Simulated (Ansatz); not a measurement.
# BaMnAsF (P4/nmm): equation of state

The task here is to estimate one member of a computed series from the others.

Program: Ansatz 0.2.0. Level of theory: DFT PBE+U (U_eff = 3.9 eV on Mn 3d), scalar-relativistic, plane waves, PAW. These are calculated values, not measurements.

## The system as given

It takes space group P4/nmm (No. 129, tetragonal). The conventional cell has a = 4.363 Å, b = 4.363 Å, c = 9.682 Å, α = 90.00°, β = 90.00°, γ = 90.00°. Ba (site symmetry 4mm) has 4 F at 2.66 Å in its first shell of neighbours. Mn (site symmetry -4m2) is surrounded by 4 As at 2.67 Å. As (site symmetry 4mm) is surrounded by 4 Mn at 2.67 Å. Around F (site symmetry -4m2) lie 4 Ba at 2.66 Å.

Coordinates:

```
Ba Mn As F
1.0
     4.36321    0.00000    0.00000
     0.00000    4.36321    0.00000
     0.00000    0.00000    9.68237
Ba Mn As F
2 2 2 2
Direct
  0.50000 0.00000 0.34240
  0.00000 0.50000 0.65760
  0.50000 0.50000 0.00000
  0.00000 0.00000 0.00000
  0.50000 0.00000 0.84105
  0.00000 0.50000 0.15895
  0.50000 0.50000 0.50000
  0.00000 0.00000 0.50000
```

An earlier run at PBE+U (U_eff = 3.9 eV on Mn 3d) left this cell at 23.041 Å³/atom and -0.03 GPa (6×6×2 mesh). The large moments point both ways and cancel.

Volume factors to run: 0.980, 1.020, 0.960, 1.040.

Set-up of the first run:

Input file input.yaml:

```yaml
crystal:
  lattice:
    - [4.3339286078, 0.0, 0.0]
    - [0.0, 4.3339286078, 0.0]
    - [0.0, 0.0, 9.6173866435]
  atoms:
    - { symbol: Ba, position: [0.5, 0.0, 0.3424037118] }
    - { symbol: Ba, position: [0.0, 0.5, 0.6575962882] }
    - { symbol: Mn, position: [0.5, 0.5, 0.0], spin: 4.8 }
    - { symbol: Mn, position: [0.0, 0.0, 0.0], spin: -4.8 }
    - { symbol: As, position: [0.5, 0.0, 0.84105361] }
    - { symbol: As, position: [0.0, 0.5, 0.15894639] }
    - { symbol: F, position: [0.5, 0.5, 0.5] }
    - { symbol: F, position: [0.0, 0.0, 0.5] }
basis:
  ecutwfc: 420
  ecutrho_ratio: 4
kpoints:
  mp_grid: { grid: [6, 6, 2] }
hamiltonian:
  xc: pbe
  hubbard:
    sites:
      - { species: Mn, l: d, u_eff: 3.9, starting_ns: start.occupation_matrices }
    ns_hold: { iters: 6 }
scf:
  occupations: { method: gaussian, width: 0.05 }
  lower_state_search: "off"
output:
  forces: true
  stress: true
  eigenvalues: true
  populations: true
magnetization:
  spin_polarized: true
relax:
  f_tol: 0.01
  max_steps: 40
  cell: { stress_tol: 0.1, fix: [volume] }
```

start.occupation_matrices holds the open shells' occupation matrices from the neighbouring geometry.

Launch:

```
ansatz run input.yaml --threads 4 --pin off --max-ram 10240MiB --backend cpu --events-out ev --progress --plain --runs-dir out
```

Steps of the session up to this table: At 0.980 of the relaxed volume; At 1.020 of the relaxed volume; At 0.960 of the relaxed volume; At 1.040 of the relaxed volume.

One table of the session follows, with a row left open; its other results are not shown here.

It belongs to the step «Energy and pressure against volume». 

```
volume (Å³/atom)  energy (meV/atom)  pressure (GPa)  moment of atom 3 (μB)
          22.120               5.48            2.01                   4.33
          22.580               1.28            0.94                   4.34
          23.041               0.00           -0.03                   4.36
          23.502                  ?               ?                      ?
          23.963               4.99           -1.66                   4.40
```

Q: Estimate the row for volume (Å³/atom) = 23.502 from the others.

Worked estimate for «energy (meV/atom)». A straight line through the neighbours (23.041, 0.00) and (23.963, 4.99) gives 0.00 + (4.99 − 0.00) × (23.502 − 23.041) / (23.963 − 23.041) = 2.49; a parabola fitted to 3 rows on both sides gives 1.24.

**Answer.** energy (meV/atom): 1.32; pressure (GPa): -0.89; moment of atom 3 (μB): 4.38. In «energy (meV/atom)» the line misses by +1.17 and the parabola by -0.08.

To keep in mind: Warnings in the runs' records: stability check not made.
